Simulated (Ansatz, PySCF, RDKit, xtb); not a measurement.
**Solving [GeSi2H5F2]+, step by step**

Task: start from the formula [GeSi2H5F2]+ (charge +1), draw up candidate structures, narrow them down in stages, and characterise the one that lies lowest at 298.15 K.

The funnel: GFN2-xTB relaxations, single points with a density functional, relaxations at PBE0-D3(BJ)/def2-SVP, harmonic vibrations, and a last energy at a higher level. All values are calculated.

7 further runs of the same task are left out: 7 set aside as unsound or not needed.

## 1. Possible bonding patterns

All bonding patterns within simple valence rules are listed by program: one Lewis structure each, at most two rings and one unusual centre or charged pair. O–O, O–halogen and N–halogen bonds and N–N–N chains are not drawn. That gives 26 candidates.

c037 F[SiH](F)[SiH+][GeH3]; c051 [F][GeH]([F])[SiH2][SiH2+]; c081 [F][Ge+]([F])[SiH2][SiH3]; c122 F[Si+](F)[GeH2][SiH3]; c230 F[Si](F)([SiH3])[GeH2+]; c239 F[Si+](F)[SiH2][GeH3]; c290 F[SiH](F)[GeH+][SiH3]; c298 F[SiH+][SiH2][GeH2][F]; c317 F[SiH+][Si@H](F)[GeH3]; c353 [F][GeH2][Si@H](F)[SiH2+]; c376 F[SiH](F)[SiH2][GeH2+]; c396 [F][GeH]([F])[SiH+][SiH3]; c408 F[SiH2][Ge+]([F])[SiH3]; c426 F[SiH2][SiH+][GeH2][F]; c427 F[SiH2][Si@H](F)[GeH2+]; c454 F[Si](F)([SiH2+])[GeH3]; c475 [F][GeH2][Si+](F)[SiH3]; c571 F[SiH](F)[GeH2][SiH2+]; c578 [F][GeH+][Si@H](F)[SiH3]; c628 [F][Ge]([F])([SiH2+])[SiH3]; c672 F[SiH2][SiH2][GeH+][F]; c703 F[SiH+][Ge@H]([F])[SiH3]; c817 F[SiH2][Si+](F)[GeH3]; c899 F[SiH+][GeH2][SiH2]F; c945 F[SiH2][Ge@H]([F])[SiH2+]; c960 F[SiH2][GeH+][SiH2]F.

Candidates are built by distance geometry, with a force field where one applies, in up to four conformers (letters a to d). 10 starts with atoms placed at random are added, to find patterns that the rules miss.

**Question.** With final energies at CCSD(T)/def2-SVP + MP2/def2-TZVPP - MP2/def2-SVP, which structure will this search put lowest in free energy, and by what margin?

| quantity | value |
| --- | --- |
| lowest structure found | F[Si@@H]1[F+][SiH2][GeH2]1, singlet, C1 |
| next finalist | F[Si@@H]1[SiH2][F+][GeH2]1, singlet, 10.5 kcal/mol higher in G |
| share at equilibrium, among the finalists | 100.0 % |
| harmonic wavenumbers, lowest and highest (PBE0-D3(BJ)/def2-SVP) | 71 and 2339 cm⁻¹ |
| rotational constants, same geometry | 0.08068, 0.05683, 0.03791 cm⁻¹ |
| HOMO energy (PBE0/def2-SVPD) | -13.20 eV |
| LUMO energy (PBE0/def2-SVPD) | -6.83 eV |
| HOMO–LUMO gap (PBE0/def2-SVPD) | 6.37 eV |
| lowest excitation (TD-PBE0/def2-SVPD) | 5.27 eV (f = 0.115) |
| lowest triplet excitation, same level, Tamm-Dancoff | 4.37 eV |
| vertical ionisation energy | 15.17 eV |
| vertical recombination energy (electron added) | 5.21 eV |
| vertical triplet less singlet | +4.42 eV |

The search ends on `F[Si@@H]1[F+][SiH2][GeH2]1`. Among the finalists first place is clear (10.5 kcal/mol); structures outside the list aren't covered. PBE0-D3(BJ)/def2-SVP, HF/def2-SVP and MP2/def2-SVP already put its bonding pattern lowest among the structures in one piece. The search is not exhaustive (a finite list of starts, one conformer a finalist), so a lower isomer can't be ruled out. Patterns outside the rules of the enumeration were met only by chance.
